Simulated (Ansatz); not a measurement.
# YGa3Te: a trial structure relaxed

Where does YGa3Te go from the start given, tetragonal perovskite type (P4mm, No. 99)?

Program: Ansatz 0.2.0. Level of theory: DFT PBE, scalar-relativistic, plane waves, PAW. These are calculated values, not measurements.

1 further run of the same task is left out (it didn't finish).

## Step 1: The system as given

It takes space group P4mm (No. 99, tetragonal). The conventional cell has a = 4.569 Å, b = 4.569 Å, c = 4.626 Å, α = 90.00°, β = 90.00°, γ = 90.00°. Y (site symmetry 4mm) is surrounded by 12 Ga at 3.20 to 3.30 Å. Around Ga (site symmetry 4mm) lie 2 Te at 2.13 to 2.50 Å. Around Ga (site symmetry 2mm) lie 2 Te at 2.29 Å. Te (site symmetry 4mm) has 6 Ga at 2.13 to 2.50 Å in its first shell of neighbours.

As a file:

```cif
data_structure
_symmetry_space_group_name_H-M 'P4mm'
_symmetry_Int_Tables_number 99
_cell_length_a 4.5686
_cell_length_b 4.5686
_cell_length_c 4.6259
_cell_angle_alpha 90.000
_cell_angle_beta 90.000
_cell_angle_gamma 90.000
_cell_volume 96.55
loop_
_atom_site_label
_atom_site_type_symbol
_atom_site_symmetry_multiplicity
_atom_site_Wyckoff_symbol
_atom_site_fract_x
_atom_site_fract_y
_atom_site_fract_z
_atom_site_occupancy
Y1 Y 1 a 0.00000 0.00000 0.00000 1
Ga1 Ga 1 b 0.50000 0.50000 0.97500 1
Ga2 Ga 2 c 0.00000 0.50000 0.48500 1
Te1 Te 1 b 0.50000 0.50000 0.51500 1
```

(A quick probe on a coarse mesh, which set the mesh and smearing, is not shown.)

## Step 3: Rough relaxation on the coarse mesh

The input, input.yaml:

```yaml
crystal:
  lattice:
    - [4.5686052529, 0.0, 0.0]
    - [0.0, 4.5686052529, 0.0]
    - [0.0, 0.0, 4.6258559453]
  atoms:
    - { symbol: "Y", position: [0.0, 0.0, 0.0] }
    - { symbol: Ga, position: [0.5, 0.5, 0.975] }
    - { symbol: Ga, position: [0.0, 0.5, 0.485] }
    - { symbol: Ga, position: [0.5, 0.0, 0.485] }
    - { symbol: Te, position: [0.5, 0.5, 0.515] }
basis:
  ecutwfc: 420
kpoints:
  mp_grid: { grid: [4, 4, 4] }
hamiltonian:
  xc: pbe
scf:
  occupations: { method: gaussian, width: 0.1 }
  lower_state_search: "off"
output:
  forces: true
  stress: true
  eigenvalues: true
relax:
  adjacent_minimum: "off"
  f_tol: 0.04
  max_steps: 70
  cell: { stress_tol: 0.4 }
```

On the command line:

```console
> ansatz run input.yaml --threads 1 --pin off --max-ram 2560MiB --backend cpu --events-out ev --progress --plain --runs-dir out
```

Further runs follow: full relaxation.

What does the calculation give?

**Answer**, as computed:

Formation energies count from the elements, computed with the same settings in runs not shown here.

```
                          quantity                                                                      value
                              cell  a = 3.983 Å, b = 3.983 Å, c = 7.907 Å, α = 90.00°, β = 90.00°, γ = 90.00°
                       space group                                                              P4mm (No. 99)
                            volume                                                              25.08 Å³/atom
                   gap on the mesh                                                               none (metal)
formation energy from the elements                                                             -0.429 eV/atom
```

**Reading.** The space group stayed P4mm, and from the first guess the volume went from 19.31 to 25.08 Å³/atom. With -0.43 eV/atom it lies under the elements, which doesn't yet make it stable against other compounds of them. The runs treat Te without spin-orbit coupling. Layers here are held mostly by dispersion, which this level lacks, so their spacing and the stiffness across them are unreliable there.
